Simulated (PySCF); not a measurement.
# C3H5FGeO: the cost of one run

Programs: PySCF 2.14.0, with density-fitted response routines of our own. Each step states its level of theory. These are calculated values for one molecule in the gas phase, unless marked as measured. Atoms are numbered from 0 throughout.

### 1 The starting structure

11 atoms, charge 0, multiplicity 1; geometry from: GFN2-xTB. The atoms were then displaced at random by about 0.01 Å, so the start is not that level's minimum.

Bonds of the start (Å): O0–C1 1.20, C1–C2 1.52, C2–C3 1.56, C3–F4 1.39, C3–Ge5 2.00, Ge5–C1 2.05, C2–H6 1.07, C2–H7 1.08, C3–H8 1.11, Ge5–H9 1.50, Ge5–H10 1.52.

### 2 Relaxing the molecule at PBE0-D3(BJ)/def2-SVP

Job settings and geometry (Å):

```
{"job": {"xc": "PBE0", "basis": "def2-SVP", "d3": "d3bj", "grid": 1, "shake": 0.01, "kind": "geom"}, "charge": 0, "multiplicity": 1}
O     -0.308270    -1.827820     1.771660
C     -0.139530    -1.010960     0.903400
C     -1.128790    -0.303100    -0.015440
C     -0.228480     0.863880    -0.540260
F     -0.333820     0.953320    -1.923360
Ge     1.455590     0.056650     0.173160
H     -2.029000    -0.025780     0.490210
H     -1.341380    -0.972970    -0.833040
H     -0.578320     1.838660    -0.130840
H      2.301920    -0.525310    -0.925000
H      2.368190     0.927610     1.013830
```

On the command line:

```bash
> OMP_NUM_THREADS=1 python probes_run.py task.json out
```

This one command runs all jobs of the session in turn.

**Question.** How long does this first job take on 1 thread of Arm Neoverse V2, shared host, and how much memory does it need?

About 73 s, with a peak of 0.54 GiB.
